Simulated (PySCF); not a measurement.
# C₁₀H₉N: vibronic structure

Aim: compute the vibronic structure of C₁₀H₉N (`C=C(C)c1cccc(C#N)c1`).

Programs: PySCF 2.14.0, with routines of our own; each step states its level. All values are computed. Atoms count from 0.

## (1) The starting structure

20 atoms, charge 0, multiplicity 1; geometry from: GFN2-xTB.

## (2) Vibronic structure: TDDFT PBE/def2-SV(P)

What the job is given:

```
{"job": {"kind": "vib", "xc": "PBE", "basis": "def2-SV(P)", "tda": false}, "charge": 0, "multiplicity": 1}
C     -2.555198    -0.350416    -0.382538
C     -1.571051     0.535216    -0.268613
C     -1.825586     2.011568    -0.359496
C     -0.180218     0.111147    -0.030176
C      0.677942     0.857500     0.778621
C      1.981673     0.449964     1.004398
C      2.466323    -0.706007     0.423473
C      1.622530    -1.456834    -0.395570
C      2.103381    -2.639525    -1.004221
N      2.493158    -3.599807    -1.494266
C      0.310440    -1.049367    -0.620843
H     -3.571560    -0.041784    -0.558932
H     -2.391817    -1.409318    -0.280408
H     -1.793625     2.465175     0.630813
H     -2.807560     2.202399    -0.784282
H     -1.070804     2.495061    -0.977421
H      0.319674     1.758678     1.252142
H      2.624964     1.040481     1.640084
H      3.482699    -1.030238     0.590111
H     -0.320515    -1.633216    -1.274397
```

With the program's defaults for keys left out, this is: TDDFT PBE/def2-SV(P) vertical-gradient vibronic structure (displaced harmonic oscillators, Condon), gas phase.

Launch:

```
$ OMP_NUM_THREADS=1 python excited_run.py task.json out
```

One launch serves the whole session: the jobs run in the order shown.

Output:

```text
final grid: 79168 points
cycle   1  E = -440.1784705497  dE =  1.447e+00  |g| = 6.339e-01  |ddm| = 6.081e+00
cycle   2  E = -439.9181003334  dE =  2.604e-01  |g| = 1.219e+00  |ddm| = 2.097e+00
cycle   3  E = -440.2320650972  dE = -3.140e-01  |g| = 4.882e-01  |ddm| = 1.445e+00
cycle   4  E = -440.2893460995  dE = -5.728e-02  |g| = 5.516e-02  |ddm| = 4.772e-01
cycle   5  E = -440.2899427483  dE = -5.966e-04  |g| = 2.778e-02  |ddm| = 1.139e-01
cycle   6  E = -440.2901334901  dE = -1.907e-04  |g| = 1.284e-02  |ddm| = 4.745e-02
cycle   7  E = -440.2901749783  dE = -4.149e-05  |g| = 3.229e-03  |ddm| = 1.611e-02
cycle   8  E = -440.2901772688  dE = -2.290e-06  |g| = 1.564e-03  |ddm| = 5.557e-03
cycle   9  E = -440.2901779113  dE = -6.425e-07  |g| = 3.853e-04  |ddm| = 2.209e-03
cycle  10  E = -440.2901779470  dE = -3.570e-08  |g| = 1.562e-04  |ddm| = 6.456e-04
cycle  11  E = -440.2901779540  dE = -6.960e-09  |g| = 3.957e-05  |ddm| = 2.313e-04
cycle  12  E = -440.2901779542  dE = -2.142e-10  |g| = 2.710e-05  |ddm| = 6.411e-05
converged SCF energy = -440.2901779542

Singlet excitations (eV, f): 4.126 (0.0185)  4.795 (0.1388)  5.009 (0.0597)  5.439 (0.0814)  5.744 (0.4139)  5.806 (0.0000)

State S1  4.1265 eV  f = 0.01850  H->L 0.66, H->L+1 0.21
  relaxed dipole 10.663 D, largest gradient of the excitation energy 0.0583 Eh/bohr
  mode    cm-1        S   lambda/meV  Raman
   44   1691.1    0.4241      88.9   1.000
   43   1581.5    0.1808      35.5   0.373
   45   2378.0    0.0737      21.7   0.344
   26    988.9    0.1237      15.2   0.100
   38   1420.0    0.0842      14.8   0.140
   13    515.6    0.2152      13.8   0.047
   10    434.2    0.2516      13.5   0.039
   34   1308.4    0.0701      11.4   0.099
   11    466.9    0.1693       9.8   0.030
   32   1213.7    0.0564       8.5   0.068
   42   1567.0    0.0187       3.6   0.038
   31   1189.5    0.0228       3.4   0.027
  reorganisation energy 0.2639 eV, total S 2.099, 0-0 3.8626 eV
  absorption maximum 3.867 eV, width 0.446 eV

State S2  4.7951 eV  f = 0.13879  H->L+1 0.47, H->L 0.22, H-1->L 0.11
  relaxed dipole 6.783 D, largest gradient of the excitation energy 0.0513 Eh/bohr
  mode    cm-1        S   lambda/meV  Raman
   44   1691.1    0.2798      58.7   1.000
   43   1581.5    0.1386      27.2   0.433
   26    988.9    0.1584      19.4   0.194
   34   1308.4    0.0725      11.8   0.155
   17    691.8    0.1050       9.0   0.063
   18    715.4    0.0815       7.2   0.052
   32   1213.7    0.0429       6.5   0.079
   45   2378.0    0.0140       4.1   0.099
   33   1262.7    0.0228       3.6   0.045
   42   1567.0    0.0168       3.3   0.052
   38   1420.0    0.0165       2.9   0.042
   13    515.6    0.0435       2.8   0.014
  reorganisation energy 0.1834 eV, total S 1.459, 0-0 4.6117 eV
  absorption maximum 4.616 eV, width 0.242 eV

State S5  5.7442 eV  f = 0.41390  H-1->L 0.29, H->L+2 0.22, H-1->L+1 0.19
  relaxed dipole 3.462 D, largest gradient of the excitation energy 0.0463 Eh/bohr
  mode    cm-1        S   lambda/meV  Raman
   44   1691.1    0.1782      37.4   0.991
   45   2378.0    0.0909      26.8   1.000
    5    156.1    0.8617      16.7   0.041
   38   1420.0    0.0852      15.0   0.334
   32   1213.7    0.0905      13.6   0.259
   26    988.9    0.1094      13.4   0.208
   27   1020.7    0.0709       9.0   0.144
   34   1308.4    0.0417       6.8   0.139
   31   1189.5    0.0417       6.2   0.115
   29   1127.5    0.0220       3.1   0.054
   17    691.8    0.0327       2.8   0.030
   43   1581.5    0.0117       2.3   0.057
  reorganisation energy 0.1658 eV, total S 1.848, 0-0 5.5783 eV
  absorption maximum 5.594 eV, width 0.196 eV

State T1  3.3936 eV  f = 0.00000  H->L 0.73, H->L+1 0.18
  relaxed dipole 6.301 D, largest gradient of the excitation energy 0.0836 Eh/bohr
  mode    cm-1        S   lambda/meV  Raman
   44   1691.1    0.5537     116.1   1.000
   42   1567.0    0.3524      68.5   0.546
    3    117.8    2.8602      41.8   0.025
   34   1308.4    0.2168      35.2   0.234
   43   1581.5    0.1369      26.8   0.216
   26    988.9    0.1232      15.1   0.076
    2    108.3    0.9397      12.6   0.007
    9    361.2    0.2070       9.3   0.017
    5    156.1    0.3676       7.1   0.006
   13    515.6    0.1061       6.8   0.018
    4    142.8    0.3602       6.4   0.005
   27   1020.7    0.0485       6.1   0.032
  reorganisation energy 0.4029 eV, total S 6.797, 0-0 2.9907 eV
  absorption maximum 3.279 eV, width 0.604 eV
```

Wall time 70 s (1 thread of Arm Neoverse V1, shared host); peak memory 0.84 GiB.

## (3) Vibronic structure: TDDFT BP86/def2-SV(P)

Settings changed since step 2:

```diff
@@ -1,2 +1,2 @@
-{"job": {"kind": "vib", "xc": "PBE", "basis": "def2-SV(P)", "tda": false}, "charge": 0, "multiplicity": 1}
+{"job": {"kind": "vib", "xc": "BP86", "basis": "def2-SV(P)", "tda": false, "temperature": 0, "nbright": 3}, "charge": 0, "multiplicity": 1}
 C     -2.555198    -0.350416    -0.382538
```

Level: TDDFT BP86/def2-SV(P) vertical-gradient vibronic structure (displaced harmonic oscillators, Condon), gas phase.

Output:

```text
final grid: 79168 points
cycle   1  E = -440.7353816993  dE =  1.452e+00  |g| = 6.361e-01  |ddm| = 6.086e+00
cycle   2  E = -440.4697533272  dE =  2.656e-01  |g| = 1.229e+00  |ddm| = 2.088e+00
cycle   3  E = -440.7889906558  dE = -3.192e-01  |g| = 4.876e-01  |ddm| = 1.438e+00
cycle   4  E = -440.8463446478  dE = -5.735e-02  |g| = 5.414e-02  |ddm| = 4.790e-01
cycle   5  E = -440.8469077180  dE = -5.631e-04  |g| = 2.803e-02  |ddm| = 1.135e-01
cycle   6  E = -440.8471010915  dE = -1.934e-04  |g| = 1.295e-02  |ddm| = 4.742e-02
cycle   7  E = -440.8471428286  dE = -4.174e-05  |g| = 3.266e-03  |ddm| = 1.644e-02
cycle   8  E = -440.8471451187  dE = -2.290e-06  |g| = 1.548e-03  |ddm| = 5.647e-03
cycle   9  E = -440.8471459350  dE = -8.163e-07  |g| = 3.736e-04  |ddm| = 2.220e-03
cycle  10  E = -440.8471459680  dE = -3.298e-08  |g| = 1.605e-04  |ddm| = 6.324e-04
cycle  11  E = -440.8471459755  dE = -7.544e-09  |g| = 2.691e-05  |ddm| = 2.249e-04
cycle  12  E = -440.8471459755  dE =  1.216e-11  |g| = 2.829e-05  |ddm| = 5.948e-05
converged SCF energy = -440.8471459755

Singlet excitations (eV, f): 4.120 (0.0188)  4.790 (0.1405)  5.007 (0.0589)  5.433 (0.0859)  5.739 (0.4127)  5.813 (0.0000)

State S1  4.1200 eV  f = 0.01884  H->L 0.66, H->L+1 0.20
  relaxed dipole 10.723 D, largest gradient of the excitation energy 0.0584 Eh/bohr
  mode    cm-1        S   lambda/meV  Raman
   44   1691.1    0.4242      88.9   1.000
   43   1581.5    0.1806      35.4   0.372
   45   2378.0    0.0743      21.9   0.346
   26    988.9    0.1228      15.1   0.099
   38   1420.0    0.0837      14.7   0.139
   13    515.6    0.2198      14.1   0.048
   10    434.2    0.2582      13.9   0.040
   34   1308.4    0.0699      11.3   0.099
   11    466.9    0.1720      10.0   0.031
   32   1213.7    0.0562       8.5   0.068
   42   1567.0    0.0189       3.7   0.038
   31   1189.5    0.0226       3.3   0.026
  reorganisation energy 0.2646 eV, total S 2.114, 0-0 3.8554 eV
  absorption maximum 3.857 eV, width 0.308 eV

State S2  4.7899 eV  f = 0.14052  H->L+1 0.48, H->L 0.21, H-1->L 0.11
  relaxed dipole 6.853 D, largest gradient of the excitation energy 0.0515 Eh/bohr
  mode    cm-1        S   lambda/meV  Raman
   44   1691.1    0.2797      58.6   1.000
   43   1581.5    0.1431      28.1   0.448
   26    988.9    0.1582      19.4   0.193
   34   1308.4    0.0727      11.8   0.156
   17    691.8    0.1054       9.0   0.063
   18    715.4    0.0781       6.9   0.050
   32   1213.7    0.0425       6.4   0.078
   45   2378.0    0.0133       3.9   0.094
   33   1262.7    0.0229       3.6   0.046
   42   1567.0    0.0154       3.0   0.047
   13    515.6    0.0467       3.0   0.016
   38   1420.0    0.0169       3.0   0.043
  reorganisation energy 0.1837 eV, total S 1.477, 0-0 4.6061 eV
  absorption maximum 4.608 eV, width 0.234 eV

State S4  5.4330 eV  f = 0.08587  H-2->L 0.40, H-1->L 0.31, H-2->L+1 0.09
  relaxed dipole 3.686 D, largest gradient of the excitation energy 0.0439 Eh/bohr
  mode    cm-1        S   lambda/meV  Raman
   42   1567.0    0.1498      29.1   0.849
   45   2378.0    0.0766      22.6   1.000
   26    988.9    0.1825      22.4   0.412
   44   1691.1    0.0931      19.5   0.615
    5    156.1    0.7492      14.5   0.042
   34   1308.4    0.0745      12.1   0.295
   32   1213.7    0.0791      11.9   0.269
   17    691.8    0.1310      11.2   0.145
    4    142.8    0.6058      10.7   0.029
    9    361.2    0.1404       6.3   0.042
   31   1189.5    0.0230       3.4   0.075
    7    322.4    0.0763       3.0   0.018
  reorganisation energy 0.1922 eV, total S 2.794, 0-0 5.2407 eV
  absorption maximum 5.267 eV, width 0.240 eV

State S5  5.7387 eV  f = 0.41274  H-1->L 0.28, H->L+2 0.22, H-1->L+1 0.19
  relaxed dipole 3.544 D, largest gradient of the excitation energy 0.0461 Eh/bohr
  mode    cm-1        S   lambda/meV  Raman
   44   1691.1    0.1843      38.7   1.000
   45   2378.0    0.0897      26.4   0.962
    5    156.1    0.8525      16.5   0.039
   38   1420.0    0.0840      14.8   0.321
   32   1213.7    0.0902      13.6   0.252
   26    988.9    0.1064      13.0   0.197
   27   1020.7    0.0735       9.3   0.145
   34   1308.4    0.0423       6.9   0.137
   31   1189.5    0.0405       6.0   0.109
   29   1127.5    0.0224       3.1   0.054
   17    691.8    0.0314       2.7   0.028
   43   1581.5    0.0100       2.0   0.047
  reorganisation energy 0.1662 eV, total S 1.847, 0-0 5.5725 eV
  absorption maximum 5.585 eV, width 0.058 eV

State T1  3.3883 eV  f = 0.00000  H->L 0.73, H->L+1 0.18
  relaxed dipole 6.347 D, largest gradient of the excitation energy 0.0832 Eh/bohr
  mode    cm-1        S   lambda/meV  Raman
   44   1691.1    0.5475     114.8   1.000
   42   1567.0    0.3530      68.6   0.554
    3    117.8    2.8468      41.6   0.025
   34   1308.4    0.2163      35.1   0.237
   43   1581.5    0.1345      26.4   0.215
   26    988.9    0.1231      15.1   0.077
    2    108.3    0.9319      12.5   0.007
    9    361.2    0.2048       9.2   0.017
    5    156.1    0.3603       7.0   0.006
   13    515.6    0.1066       6.8   0.018
    4    142.8    0.3541       6.3   0.005
   27   1020.7    0.0483       6.1   0.032
  reorganisation energy 0.4003 eV, total S 6.751, 0-0 2.9880 eV
  absorption maximum 3.258 eV, width 0.496 eV
```

It took 74 s on 1 thread of Arm Neoverse V1, shared host; peak memory 0.9 GiB.

## (4) Summary of results

```
                                                                                       quantity                     value
 S1: vertical, reorganisation, 0-0, total S (step 2, TDDFT PBE/def2-SV(P), modes from GFN2-xTB)  4.13, 0.26, 3.86 eV; 2.1
 S2: vertical, reorganisation, 0-0, total S (step 2, TDDFT PBE/def2-SV(P), modes from GFN2-xTB)  4.80, 0.18, 4.61 eV; 1.5
 S5: vertical, reorganisation, 0-0, total S (step 2, TDDFT PBE/def2-SV(P), modes from GFN2-xTB)  5.74, 0.17, 5.58 eV; 1.8
S1: vertical, reorganisation, 0-0, total S (step 3, TDDFT BP86/def2-SV(P), modes from GFN2-xTB)  4.12, 0.26, 3.86 eV; 2.1
S2: vertical, reorganisation, 0-0, total S (step 3, TDDFT BP86/def2-SV(P), modes from GFN2-xTB)  4.79, 0.18, 4.61 eV; 1.5
S4: vertical, reorganisation, 0-0, total S (step 3, TDDFT BP86/def2-SV(P), modes from GFN2-xTB)  5.43, 0.19, 5.24 eV; 2.8
```

In words: The vibronic model keeps the ground-state modes (from xTB) and shifts them along the gradient alone, so it can miss much of the relaxation that a full optimisation finds.
